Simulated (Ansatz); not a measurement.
**C2H6AlFO: one species, many methods**

How much do the methods differ for C2H6AlFO? The plan is to run it at one geometry with functionals of several rungs and with coupled cluster, and see how far each lands from CCSD(T) at the basis-set limit for the atomisation energy.

Computed with Ansatz 0.2.0, Gaussian basis. Level: functionals in def2-TZVPP, the program's frozen cores in correlated methods.

Plan: LDA (SPW92), PBE-D4, revPBE-D4, BLYP-D4, r2SCAN-D4, B97M-V, PBE0-D4, B3LYP-D4, r2SCANh-D4, r2SCAN0-D4, HSE06-D4, BHLYP-D4, CAM-B3LYP-D4, LC-ωPBE, ωB97X-V, ωB97M-V, B2PLYP, PBE-QIDH; CCSD(T)/def2-SVP; CCSD(T)/def2-TZVPP; MP2/def2-QZVPP; extrapolation to the limit; RPA on PBE.

### Step 1. The geometry

The geometry comes from an earlier relaxation with PBE0-D4 in a triple-zeta def2 set; it is a stationary point, not always the lowest conformer.

11 atoms, charge 0, spin multiplicity 1.

Atoms are counted from 1 here; the program's logs count them from 0.

Bond lengths: O1–C2 1.524 Å, O1–Al3 1.953 Å, O1–H6 0.967 Å, C2–Al3 1.934 Å, C2–H7 1.088 Å, C2–H8 1.087 Å, Al3–C4 1.995 Å, Al3–H9 1.583 Å, C4–F5 1.424 Å, C4–H10 1.095 Å, C4–H11 1.095 Å. Angles: C2–O1–Al3 66.3°, C2–O1–H6 108.3°, Al3–O1–H6 108.0°, O1–C2–Al3 67.6°, O1–C2–H7 109.2°, O1–C2–H8 106.2°, Al3–C2–H7 123.0°, Al3–C2–H8 124.9°, H7–C2–H8 110.9°, O1–Al3–C2 46.2°, O1–Al3–C4 99.3°, O1–Al3–H9 118.0°, C2–Al3–C4 111.0°, C2–Al3–H9 125.4°, C4–Al3–H9 123.7°, Al3–C4–F5 106.1°, Al3–C4–H10 115.8°, Al3–C4–H11 114.6° and more.

### Step 2. LDA

This LDA is Slater exchange with PW92 correlation.

in.yaml reads:

```yaml
crystal:
  periodic: [false, false, false]
  atoms:
    - {symbol: O, position_ang: [-1.354802, -0.272921, 0.618474]}
    - {symbol: C, position_ang: [-0.594030, 0.900498, 1.223230]}
    - {symbol: Al, position_ang: [0.582548, -0.520614, 0.643637]}
    - {symbol: C, position_ang: [0.947911, -0.391084, -1.313656]}
    - {symbol: F, position_ang: [-0.181609, 0.262390, -1.884401]}
    - {symbol: H, position_ang: [-1.613354, -0.035065, -0.282441]}
    - {symbol: H, position_ang: [-0.781682, 1.792892, 0.630239]}
    - {symbol: H, position_ang: [-0.974694, 1.018885, 2.234153]}
    - {symbol: H, position_ang: [1.173987, -1.656816, 1.573677]}
    - {symbol: H, position_ang: [1.824319, 0.200441, -1.597128]}
    - {symbol: H, position_ang: [1.036804, -1.355608, -1.825085]}
basis:
  gaussian: {orbitals: def2-TZVPP}
hamiltonian: {xc: lda}
output: {orbitals: {seedname: orbitals}}
```

After this run come: PBE-D4 (GGA); revPBE-D4 (GGA); BLYP-D4 (GGA); r2SCAN-D4 (meta-GGA); B97M-V (meta-GGA); PBE0-D4 (hybrid); B3LYP-D4 (hybrid); r2SCANh-D4 (hybrid); r2SCAN0-D4 (hybrid); HSE06-D4 (hybrid); BHLYP-D4 (hybrid); CAM-B3LYP-D4 (range-separated); LC-ωPBE (range-separated); ωB97X-V (range-separated); ωB97M-V (range-separated); B2PLYP (double hybrid); PBE-QIDH (double hybrid); CCSD(T) in def2-SVP; CCSD(T) in def2-TZVPP; MP2 in def2-QZVPP; RPA on PBE orbitals.

Before running them: what should the planned runs give, taken together? Wanted: atomisation energy, CCSD(T)/CBS; farthest beyond LDA; mean size of error, GGA; mean size of error, meta-GGA; mean size of error, hybrid; mean size of error, range-separated; mean size of error, double hybrid; gap, smallest and largest; T1 diagnostic.

As calculated:

| quantity | value |
| --- | --- |
| atomisation energy, CCSD(T)/CBS | 921.8 kcal/mol |
| functionals within 4.6 kcal/mol (0.5 %) | BLYP-D4, r2SCAN-D4, B97M-V, B3LYP-D4, HSE06-D4, CAM-B3LYP-D4, LC-ωPBE, ωB97X-V, ωB97M-V |
| farthest beyond LDA | BHLYP-D4 (-35.2 kcal/mol) |
| mean size of error, GGA | 9.5 kcal/mol |
| mean size of error, meta-GGA | 1.6 kcal/mol |
| mean size of error, hybrid | 11.8 kcal/mol |
| mean size of error, range-separated | 2.0 kcal/mol |
| mean size of error, double hybrid | 12.3 kcal/mol |
| gap, smallest and largest | 4.81 eV (LDA (SPW92)), 11.89 eV (LC-ωPBE) |
| T1 diagnostic | 0.0117 |
| triples share of the correlation energy | 3.4 % |

**Reading.** The LDA atomisation energy is off by 139.5 kcal/mol (15 %): it overbinds. PBE-D4 misses by +15.7 kcal/mol. Double hybrids carry the basis error of their MP2 part in triple zeta, and no dispersion term here, so their miss is partly the set-up's. The rungs meta-GGA, range-separated miss on average by less than the doubt on the reference (4.6 kcal/mol), so they tie. Misses under about 4.6 kcal/mol are within the doubt on the reference itself, which lacks core-valence correlation, relativity and higher excitations. Hartree-Fock recovers 71 % of the binding; the rest is correlation. CCSD(T) in def2-SVP is off by -51.5 kcal/mol, more than most functionals: a good method in a small basis is no reference. Orbital gaps span 4.8 to 11.9 eV; exact exchange widens them.
